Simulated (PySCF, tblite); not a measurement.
# C3H6ClGeSi radical: geometry, infrared bands and EPR parameters

Aim: predict the infrared bands and EPR parameters of C3H6ClGeSi radical (`Cl[CH][SiH2]C#[C][GeH3]`).

The runs use tblite 0.8.0 and PySCF 2.14.0, with density-fitted response routines of our own; the level of theory stands in each step. All values are computed, except where a source is named. Atoms are numbered from 0 throughout.

## Step 1: Starting geometry

12 atoms, charge 0, multiplicity 2; geometry from: force field or distance geometry start.

Bonds of the start (Å): Cl0–C1 1.77, C1–Si2 1.88, Si2–C3 1.81, C3–C4 1.21, C4–Ge5 1.91, C1–H6 1.12, Si2–H7 1.46, Si2–H8 1.48, Ge5–H9 1.54, Ge5–H10 1.56, Ge5–H11 1.54.

## Step 2: Relaxing the molecule with GFN2-xTB

What the job is given:

```
{"job": {"kind": "relax", "xc": "GFN2-xTB", "basis": "xTB"}, "charge": 0, "multiplicity": 2}
Cl    -2.239500     2.152700    -0.608700
C     -2.803900     0.782900     0.367400
Si    -1.941300    -0.743100    -0.315300
C     -0.160800    -0.426200    -0.184300
C      1.025500    -0.243400    -0.060100
Ge     2.903300     0.031200     0.113600
H     -2.375500     0.951900     1.383800
H     -2.261400    -0.918600    -1.726100
H     -2.384800    -1.874000     0.535400
H      3.536400    -0.312900    -1.244400
H      3.161300     1.501500     0.550900
H      3.542000    -0.902700     1.161800
```

Run with:

```
$ OMP_NUM_THREADS=1 python probes_run.py task.json out
```

This one command runs all jobs of the session in turn.

Standard output:

```text
step      E/eV     max force
  0    -476.41797    2.098
  1    -476.55476    1.507
  2    -476.68351    0.841
  3    -476.73179    0.779
  4    -476.80074    1.470
  5    -476.82622    1.809
  6    -476.86257    0.554
  7    -476.87852    0.425
  8    -476.88813    0.412
  9    -476.90236    0.370
 10    -476.91175    0.298
 11    -476.91735    0.166
 12    -476.92104    0.173
 13    -476.92482    0.194
 14    -476.92855    0.176
 15    -476.93139    0.115
 16    -476.93315    0.099
 17    -476.93482    0.120
 18    -476.93718    0.169
 19    -476.94035    0.170
 20    -476.94394    0.191
 21    -476.94734    0.222
 22    -476.95023    0.170
 23    -476.95243    0.113
 24    -476.95413    0.146
 25    -476.95551    0.128
 26    -476.95689    0.091
 27    -476.95777    0.084
 28    -476.95851    0.092
 29    -476.95923    0.076
 30    -476.95993    0.057
 31    -476.96047    0.050
 32    -476.96084    0.045
 33    -476.96119    0.057
 34    -476.96168    0.084
 35    -476.96218    0.076
 36    -476.96251    0.048
 37    -476.96269    0.053
 38    -476.96287    0.053
 39    -476.96320    0.087
 40    -476.96378    0.112
 41    -476.96449    0.094
 42    -476.96501    0.071
 43    -476.96529    0.056
 44    -476.96559    0.075
 45    -476.96622    0.131
 46    -476.96746    0.179
 47    -476.96931    0.175
 48    -476.97089    0.103
 49    -476.97164    0.117
 50    -476.97198    0.089
 51    -476.97234    0.056
 52    -476.97275    0.063
 53    -476.97336    0.103
 54    -476.97388    0.091
 55    -476.97417    0.046
 56    -476.97427    0.020
 57    -476.97434    0.019
 58    -476.97440    0.023
 59    -476.97446    0.029
 60    -476.97452    0.026
 61    -476.97459    0.023
 62    -476.97464    0.012
 63    -476.97467    0.015
 64    -476.97469    0.013
 65    -476.97470    0.013
 66    -476.97472    0.014
 67    -476.97475    0.025
 68    -476.97480    0.031
 69    -476.97483    0.020
 70    -476.97485    0.009
```

Run time: 0.49 s. Hardware: 1 thread of Arm Neoverse V1, shared host.

Along the way: (not every step is listed)

| step | energy from step 0 (eV) | largest force (eV/Å) |
| --- | --- | --- |
| 0 | 0.0000 | 2.0975 |
| 1 | -0.1368 | 1.5073 |
| 2 | -0.2655 | 0.8411 |
| 3 | -0.3138 | 0.7792 |
| 4 | -0.3828 | 1.4699 |
| 5 | -0.4082 | 1.8087 |
| 6 | -0.4446 | 0.5539 |
| 7 | -0.4605 | 0.4249 |
| 8 | -0.4702 | 0.4125 |
| 13 | -0.5068 | 0.1939 |
| 18 | -0.5192 | 0.1694 |
| 23 | -0.5345 | 0.1129 |
| 28 | -0.5405 | 0.0915 |
| 33 | -0.5432 | 0.0574 |
| 38 | -0.5449 | 0.0533 |
| 43 | -0.5473 | 0.0561 |
| 48 | -0.5529 | 0.1030 |
| 53 | -0.5554 | 0.1031 |
| 58 | -0.5564 | 0.0226 |
| 63 | -0.5567 | 0.0152 |
| 65 | -0.5567 | 0.0128 |
| 66 | -0.5567 | 0.0144 |
| 67 | -0.5568 | 0.0248 |
| 68 | -0.5568 | 0.0307 |
| 69 | -0.5569 | 0.0203 |
| 70 | -0.5569 | 0.0090 |

Distances of close pairs at the start and the end, largest changes first:

```csv
bond,before (Å),after (Å),change (Å)
Cl0–C1,1.774,1.691,-0.083
Ge5–H10,1.555,1.492,-0.064
Ge5–H11,1.542,1.492,-0.050
Ge5–H9,1.537,1.492,-0.046
Si2–C3,1.813,1.858,+0.044
C1–H6,1.116,1.079,-0.037
C1–Si2,1.881,1.861,-0.020
Si2–H8,1.483,1.464,-0.019
```

The end geometry stands in the next job.

## Step 3: Vibrational analysis with GFN2-xTB

What the job is given:

```
{"job": {"kind": "ir", "xc": "GFN2-xTB", "basis": "xTB"}, "charge": 0, "multiplicity": 2}
Cl    -2.587030     2.327551    -0.482042
C     -2.686231     0.860183     0.352374
Si    -1.859492    -0.687487    -0.268286
C     -0.018280    -0.467225    -0.158536
C      1.177773    -0.290158    -0.076939
Ge     3.048372    -0.041381     0.064189
H     -3.214584     0.939935     1.289747
H     -2.189476    -0.931217    -1.676983
H     -2.270164    -1.774684     0.622233
H      3.686515    -0.334443    -1.251930
H      3.330981     1.369191     0.458658
H      3.582817    -0.970951     1.101488
```

Standard output:

```text
mode    cm-1     km/mol
  1      -2.7      0.01
  2      17.8      0.37
  3      72.2      0.96
  4     107.6      1.18
  5     149.0      2.00
  6     212.5      1.92
  7     249.2      0.20
  8     295.2     18.79
  9     321.3     27.89
 10     350.3     12.78
 11     478.4     77.70
 12     540.3    104.51
 13     541.2    112.24
 14     566.5     40.94
 15     668.7    103.15
 16     710.2    336.63
 17     747.2    422.57
 18     760.7    466.69
 19     805.3      3.74
 20     841.7    108.69
 21     842.3    103.52
 22     928.4     39.03
 23    1192.7      2.90
 24    2012.7    180.35
 25    2087.6    398.53
 26    2088.0    407.05
 27    2214.4    212.07
 28    2219.5     59.80
 29    2246.8    313.47
 30    3058.9      9.89
```

Run time: 0.41 s. Hardware: 1 thread of Arm Neoverse V1, shared host.

Which atoms move in the most intense modes:

```
cm⁻¹  km/mol                                atoms
 710   336.6  H8 32 %, H7 25 %, C1 15 %, Si2 14 %
 747   422.6                     H8 40 %, H7 34 %
 761   466.7          H10 19 %, H11 18 %, H9 18 %
2013   180.3          H11 34 %, H10 33 %, H9 33 %
2088   398.5          H11 64 %, H10 24 %, H9 10 %
2088   407.1                    H9 56 %, H10 42 %
2214   212.1            H7 74 %, C3 12 %, C4 11 %
2247   313.5                              H8 96 %
```

## Step 4: EPR parameters: B3LYP/def2-TZVP-core+pcH-1

Same as in step 3 but for these lines:

```diff
@@ -1,2 +1,2 @@
-{"job": {"kind": "ir", "xc": "GFN2-xTB", "basis": "xTB"}, "charge": 0, "multiplicity": 2}
+{"job": {"kind": "epr", "basis": "pcH-1"}, "charge": 0, "multiplicity": 2}
 Cl    -2.587030     2.327551    -0.482042
```

Level: UKS B3LYP, def2-TZVP-core on Ge, pcH-1 on C Cl H Si, non-relativistic, mean-field spin-orbit, GIAO.

Standard output:

```text
UKS, coarse grid
  cycle   1  E = -2944.49644191  |g| = 1.35e+00
  cycle   2  E = -2944.44164604  |g| = 9.18e-01
  cycle   3  E = -2944.56582985  |g| = 3.66e-01
  cycle   4  E = -2944.59324571  |g| = 9.04e-02
  cycle   5  E = -2944.59688575  |g| = 3.22e-02
  cycle   6  E = -2944.59737010  |g| = 8.39e-03
  cycle   7  E = -2944.59740423  |g| = 2.12e-03
  cycle   8  E = -2944.59740594  |g| = 8.11e-04
UKS, final grid
  cycle   1  E = -2944.59741703  |g| = 9.86e-04
  cycle   2  E = -2944.59741626  |g| = 1.59e-03
  cycle   3  E = -2944.59741748  |g| = 3.55e-04
  cycle   4  E = -2944.59741754  |g| = 8.66e-05
  cycle   5  E = -2944.59741754  |g| = 4.91e-05
  cycle   6  E = -2944.59741754  |g| = 1.27e-05
E = -2944.59741754 Eh   <S^2> = 0.7538 (exact 0.7500)
g shifts (ppm)      1          2          3
  rmc          -169       -169       -169
  gc             -2         31         29
  oz_so        -477       8330       8515
  total        -648       8193       8376
hyperfine (MHz)  atom isotope    a_iso     a_fc   dipolar eigenvalues
    0  35Cl       6.38       6.32    -35.52    -26.34     61.86
    1   13C      90.40      89.76    -74.40    -73.48    147.88
    2  29Si      36.23      36.24     -2.57     -1.31      3.88
    3   13C      40.41      40.41     -2.36     -1.71      4.07
    4   13C       4.46       4.46     -1.81     -0.28      2.09
    5  73Ge       0.00       0.00     -0.06      0.02      0.04
    6    1H     -56.50     -56.66    -34.36     -1.57     35.93
    7    1H      33.95      33.94     -3.06     -2.20      5.27
    8    1H      -2.49      -2.49     -3.58     -2.62      6.20
    9    1H       0.12       0.12     -0.30     -0.29      0.59
   10    1H       1.35       1.35     -0.39     -0.36      0.75
   11    1H      -0.27      -0.27     -0.31     -0.30      0.61
```

It took 3.1 min on 1 thread of Arm Neoverse V1, shared host; peak memory 1.4 GiB.

Principal g values 2.00167, 2.01051, 2.01070; g(iso) = 2.00763, against 2.00232 for a free electron.

Hyperfine couplings; where a row names several nuclei, a(iso) is their mean (it holds for fast rotation or exchange) and the dipolar term the largest among them:

```
      nuclei  isotope  a(iso) (MHz)  a(iso) (G, at g = 2.0023)  largest dipolar term (MHz)
          C1      13C          90.4                       32.3                       147.9
          H6       1H         -56.5                      -20.2                        35.9
          C3      13C          40.4                       14.4                         4.1
         Si2     29Si          36.2                       12.9                         3.9
      H7, H8       1H          15.7                        5.6                         6.2
         Cl0     35Cl           6.4                        2.3                        61.9
          C4      13C           4.5                        1.6                         2.1
H9, H10, H11       1H           0.4                        0.1                         0.7
         Ge5     73Ge           0.0                        0.0                        -0.1
```

Mulliken spin populations:

```csv
atom,value (e)
Cl0,0.12
C1,0.90
Si2,-0.01
C3,0.01
C4,0.01
Ge5,0.00
H6,-0.04
H7,0.02
H8,0.00
H9,0.00
H10,0.00
H11,0.00
```

In first order the couplings over 0.8 MHz of 1H, 35Cl give 24 distinct lines over 38.2 G, if the averaged nuclei exchange fast.

Orbitals, density, ELF and potential are computed afterwards from the orbital file.

ELF in a plane through or near 6 of the atoms.

Ten even steps from '0' (0.00) to '9' (1.00):
```
0000000000000000000000000000
0000000000000000000000000000
0000000000000000013443100000
0000025520000000246776410000
0000499983000000368887520000
0001899995000000257776410000
0001799993000000025763100000
0000489972123310026773100000
0000121413767652167227520000
0000224445838766369887631000
0000222627587219313886530000
0000232127738129176142100000
0000012113567678132220000000
0000000001345553235630000000
0000000000123310256530000000
0000000000000000023210000000
0000000000000000000000000000
0000000000000000000000000000
0000000000000000000000000000
0000000000000000000000000000
```
The map spans 12.6 Å across and 9.3 Å up, centred on the molecule. Atoms in the plane (x, y in Å): C1 (2.7, 0.7), Si2 (1.8, -0.8), C3 (0.0, -0.5), C4 (-1.2, -0.2), Ge5 (-3.0, 0.2), H10 (-3.2, 1.6).

log10 of the density (e/Å³) in the same plane.

Ten even steps from '0' (-4.0) to '9' (2.4):
```
0000000000000000000110000000
0000000000000000012221100000
0000011110000001233333220000
0001122221100001334444321000
0001233332210012345554432000
0012345543222112345665432000
0012355654333223345665432000
0013455654444333445665432100
0123456765555544456765432100
0123457976666655556665432100
0123456866696766566654332000
0123455555666776688554321000
0012344444555555576543210000
0012233333344444555543210000
0001222222333333445442210000
0000011111122222333332100000
0000000000001111222221000000
0000000000000000111110000000
0000000000000000000000000000
0000000000000000000000000000
```
The map spans 12.6 Å across and 9.3 Å up, centred on the molecule. Atoms in the plane (x, y in Å): C1 (2.7, 0.7), Si2 (1.8, -0.8), C3 (0.0, -0.5), C4 (-1.2, -0.2), Ge5 (-3.0, 0.2), H10 (-3.2, 1.6).

On the surface of density 0.002 e/bohr³ the electrostatic potential runs, from the 1st to the 99th percentile, from -0.70 V near C3 to 1.19 V near H6.

The spin density lies nearest to C1 65 %; Cl0 17 %; H6 9 %.

## Step 5: Outcome

```
                                 quantity                 value
strongest single infrared mode (GFN2-xTB)  761 cm⁻¹, 467 km/mol
             zero-point energy (GFN2-xTB)         39.1 kcal/mol
                           g(iso) (B3LYP)               2.00763
                                     ⟨S²⟩    0.754 (exact 0.75)
       largest a(iso) (averaged by class)   13C on C1, 90.4 MHz
    surface potential, 1st and 99th percentile    -0.70 V and 1.19 V
```

What this shows: The optimisation took 70 steps and gained 0.557 eV; among the close pairs (by a distance rule), Cl0–C1 changed most, from 1.774 to 1.691 Å. The lowest mode is slightly imaginary (3i cm⁻¹), a soft motion within the noise of the Hessian, so the minimum is not strictly shown. The strongest single mode, at 761 cm⁻¹, has its largest shares on H10, H11 and H9 (the list is cut at 3 atoms). Unscaled tight-binding wavenumbers are off by several per cent, some by more. Its intensities can rank the bands wrongly. Most of the unpaired spin sits on C1 (0.90 e). The isotropic g lies 5.3 ppt above the free-electron value. The hyperfine terms hold no scalar relativity, which the heavier nuclei need.
